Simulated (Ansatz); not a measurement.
**CH3ClF2Hf: ionisation energy by level of theory**

Aim: the vertical ionisation energy of CH3ClF2Hf, as cation minus neutral at the neutral's geometry, on several levels, and how well −ε(HOMO) stands in for it.

Computed with Ansatz 0.2.0, Gaussian basis. Level: unrestricted cation, the program's frozen cores in correlated methods.

The runs, in order: UKS PBE-D4/def2-TZVPP; UKS r2SCAN-D4/def2-TZVPP; UKS PBE0-D4/def2-TZVPP; UKS B3LYP-D4/def2-TZVPP; UKS wB97X-V/def2-TZVPP; UKS wB97M-V/def2-TZVPP; UKS B2PLYP/def2-TZVPP; UHF-CCSD(T)/def2-TZVPP; UHF-MP2/def2-QZVPP; extrapolation to the limit; then −ε(HOMO) from the neutral's earlier runs with LDA (SPW92), PBE-D4, revPBE-D4, BLYP-D4, r2SCAN-D4, B97M-V, PBE0-D4, B3LYP-D4, r2SCANh-D4, r2SCAN0-D4, HSE06-D4, BHLYP-D4, CAM-B3LYP-D4, LC-ωPBE, ωB97X-V, ωB97M-V.

### Step 1. Structure used throughout

The geometry comes from an earlier relaxation with PBE0-D4 in a triple-zeta def2 set; it is a stationary point, not always the lowest conformer. Hf takes the def2 core potential; no spin-orbit term is included.

SMILES `[CH3][Hf]([F])([F])[Cl]`, 8 atoms, charge 0, spin multiplicity 1.

Atoms are counted from 1 here; the program's logs count them from 0.

Bond lengths: C1–Hf2 2.193 Å, C1–H6 1.096 Å, C1–H7 1.096 Å, C1–H8 1.096 Å, Hf2–F3 1.895 Å, Hf2–F4 1.895 Å, Hf2–Cl5 2.347 Å. Angles: Hf2–C1–H6 111.1°, Hf2–C1–H7 111.4°, Hf2–C1–H8 111.1°, H6–C1–H7 107.7°, H6–C1–H8 107.7°, H7–C1–H8 107.7°, C1–Hf2–F3 105.5°, C1–Hf2–F4 105.5°, C1–Hf2–Cl5 106.8°, F3–Hf2–F4 111.6°, F3–Hf2–Cl5 113.3°, F4–Hf2–Cl5 113.4°.

### Step 2. Cation, UKS PBE-D4/def2-TZVPP

File in.yaml:

```yaml
crystal:
  periodic: [false, false, false]
  atoms:
    - {symbol: C, position_ang: [-0.992356, -0.201725, 0.566197]}
    - {symbol: Hf, position_ang: [0.895378, 0.091642, -0.509800]}
    - {symbol: F, position_ang: [2.219760, -0.750937, 0.551773]}
    - {symbol: F, position_ang: [0.671975, -0.788006, -2.173287]}
    - {symbol: Cl, position_ang: [1.205172, 2.408744, -0.716282]}
    - {symbol: H, position_ang: [-0.957143, 0.263864, 1.557529]}
    - {symbol: H, position_ang: [-1.211742, -1.266310, 0.705235]}
    - {symbol: H, position_ang: [-1.831054, 0.242728, 0.018636]}
basis:
  gaussian: {orbitals: def2-TZVPP}
total_charge: 1
magnetization: {spin_polarized: true, initial_magnetization: 1}
hamiltonian: {xc: pbe, dispersion: d4}
```

Run with:

```sh
$ ansatz run in.yaml --threads 2 --pin off --events-out ev --progress --plain --max-ram 32768MiB --backend cpu
```

The runs that follow: Cation, UKS r2SCAN-D4/def2-TZVPP; Cation, UKS PBE0-D4/def2-TZVPP; Cation, UKS B3LYP-D4/def2-TZVPP; Cation, UKS wB97X-V/def2-TZVPP; Cation, UKS wB97M-V/def2-TZVPP; Cation, UKS B2PLYP (frozen core)/def2-TZVPP; Cation, UHF-CCSD(T)/def2-TZVPP; Cation, UHF-MP2/def2-QZVPP.

Before running them: what should the planned runs give, taken together? Wanted: ionisation energy, CCSD(T)/CBS; nearest functional by difference; nearest −ε(HOMO); −ε(HOMO) of PBE; T1 of the cation.

The runs gave:

| quantity | value |
| --- | --- |
| ionisation energy, CCSD(T)/CBS | 10.91 eV |
| nearest functional by difference | ωB97M-V (-0.06 eV) |
| nearest −ε(HOMO) | ωB97X-V (+0.05 eV) |
| −ε(HOMO) of PBE | 7.20 eV |
| T1 of the cation | 0.018 |

Energy differences with functionals land within 0.44 eV of the reference. −ε(HOMO) of PBE misses by 3.7 eV, since self-interaction lifts the level. Among orbital estimates ωB97X-V comes nearest. Hartree-Fock falls 1.15 eV short, as the neutral has more correlation energy than the cation. Correlated methods include outer-core shells of Hf, which these sets cover unevenly.
